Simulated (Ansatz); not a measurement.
# Al4ZnS7: the cost of one run

Computed with Ansatz 0.2.0 (DFT, PBE, plane-wave PAW, default files, scalar-relativistic, as far as a step names no other, unless a step's input says otherwise).

### Step 1. The system as given

Symmetry: Pmn2_1, No. 31, orthorhombic system. Conventional cell: a = 15.237 Å, b = 6.543 Å, c = 6.170 Å, α = 90.00°, β = 90.00°, γ = 90.00°. Al (site symmetry 1) is surrounded by 4 S at 2.20 to 2.31 Å. Around Al (site symmetry 1) lie 4 S at 2.20 to 2.32 Å. Around Zn (site symmetry m) lie 3 S at 2.26 to 2.27 Å. S (site symmetry 1) has 1 Zn at 2.26 Å and 2 Al at 2.28 to 2.29 Å as nearest neighbours. S (site symmetry 1) has 2 Al at 2.20 Å as nearest neighbours. Around S (site symmetry 1) lie 3 Al at 2.31 to 2.32 Å. Around S (site symmetry m) lie 1 Zn at 2.27 Å and 2 Al at 2.30 Å.

Structure file:

```cif
data_structure
_symmetry_space_group_name_H-M 'P 1'
_symmetry_Int_Tables_number 1
_cell_length_a 15.2371
_cell_length_b 6.5432
_cell_length_c 6.1702
_cell_angle_alpha 90.000
_cell_angle_beta 90.000
_cell_angle_gamma 90.000
_cell_volume 615.17
loop_
_atom_site_label
_atom_site_type_symbol
_atom_site_fract_x
_atom_site_fract_y
_atom_site_fract_z
_atom_site_occupancy
Al1 Al 0.12535 0.15269 0.57714 1
Al2 Al 0.87465 0.15269 0.57714 1
Al3 Al 0.37465 0.84731 0.07714 1
Al4 Al 0.62535 0.84731 0.07714 1
Al5 Al 0.24463 0.67392 0.57629 1
Al6 Al 0.75537 0.67392 0.57629 1
Al7 Al 0.25537 0.32608 0.07629 1
Al8 Al 0.74463 0.32608 0.07629 1
Zn1 Zn 0.50000 0.74632 0.61109 1
Zn2 Zn 0.00000 0.25368 0.11109 1
S1 S 0.37096 0.81606 0.44607 1
S2 S 0.62904 0.81606 0.44607 1
S3 S 0.12904 0.18394 0.94607 1
S4 S 0.87096 0.18394 0.94607 1
S5 S 0.12680 0.83452 0.46246 1
S6 S 0.87320 0.83452 0.46246 1
S7 S 0.37320 0.16548 0.96246 1
S8 S 0.62680 0.16548 0.96246 1
S9 S 0.24280 0.34144 0.45035 1
S10 S 0.75720 0.34144 0.45035 1
S11 S 0.25720 0.65856 0.95035 1
S12 S 0.74280 0.65856 0.95035 1
S13 S 0.50000 0.67863 0.97109 1
S14 S 0.00000 0.32137 0.47109 1
```

### Step 2. Single point at the given positions

File input.yaml:

```yaml
crystal:
  lattice:
    - [15.237119, 0.0, 0.0]
    - [0.0, 6.543228, 0.0]
    - [0.0, 0.0, 6.170175]
  atoms:
    - { symbol: Al, position: [0.125355, 0.152686, 0.577138] }
    - { symbol: Al, position: [0.874645, 0.152686, 0.577138] }
    - { symbol: Al, position: [0.374645, 0.847314, 0.077138] }
    - { symbol: Al, position: [0.625355, 0.847314, 0.077138] }
    - { symbol: Al, position: [0.244629, 0.673923, 0.576292] }
    - { symbol: Al, position: [0.755371, 0.673923, 0.576292] }
    - { symbol: Al, position: [0.255371, 0.326077, 0.076292] }
    - { symbol: Al, position: [0.744629, 0.326077, 0.076292] }
    - { symbol: Zn, position: [0.5, 0.746324, 0.611086] }
    - { symbol: Zn, position: [0.0, 0.253676, 0.111086] }
    - { symbol: S, position: [0.370959, 0.816057, 0.446069] }
    - { symbol: S, position: [0.629041, 0.816057, 0.446069] }
    - { symbol: S, position: [0.129041, 0.183943, 0.946069] }
    - { symbol: S, position: [0.870959, 0.183943, 0.946069] }
    - { symbol: S, position: [0.126796, 0.834516, 0.462464] }
    - { symbol: S, position: [0.873204, 0.834516, 0.462464] }
    - { symbol: S, position: [0.373204, 0.165484, 0.962464] }
    - { symbol: S, position: [0.626796, 0.165484, 0.962464] }
    - { symbol: S, position: [0.242801, 0.341445, 0.450347] }
    - { symbol: S, position: [0.757199, 0.341445, 0.450347] }
    - { symbol: S, position: [0.257199, 0.658555, 0.950347] }
    - { symbol: S, position: [0.742801, 0.658555, 0.950347] }
    - { symbol: S, position: [0.5, 0.678627, 0.971094] }
    - { symbol: S, position: [0.0, 0.321373, 0.471094] }
kpoints:
  mp_grid: { grid: [2, 5, 5] }
scf:
  occupations: { method: fermi_dirac, width: 0.02 }
hamiltonian:
  xc: pbe
  pseudopotentials: { kind: paw }
output:
  forces: true
  stress: true
  populations: true
  efg:
    quadrupole_moments_barn: { Al: 0.1466, Zn: 0.122, S: -0.0694 }
    contact_densities: true
```

Started as:

```console
ansatz run input.yaml --threads 1 --pin off --max-ram 2560MiB --backend cpu --events-out ev --progress --plain --runs-dir out
```

What time and memory should one allow on 1 thread of Arm Neoverse V1, shared host?

About 3.1 min, with a peak of 1.1 GiB.
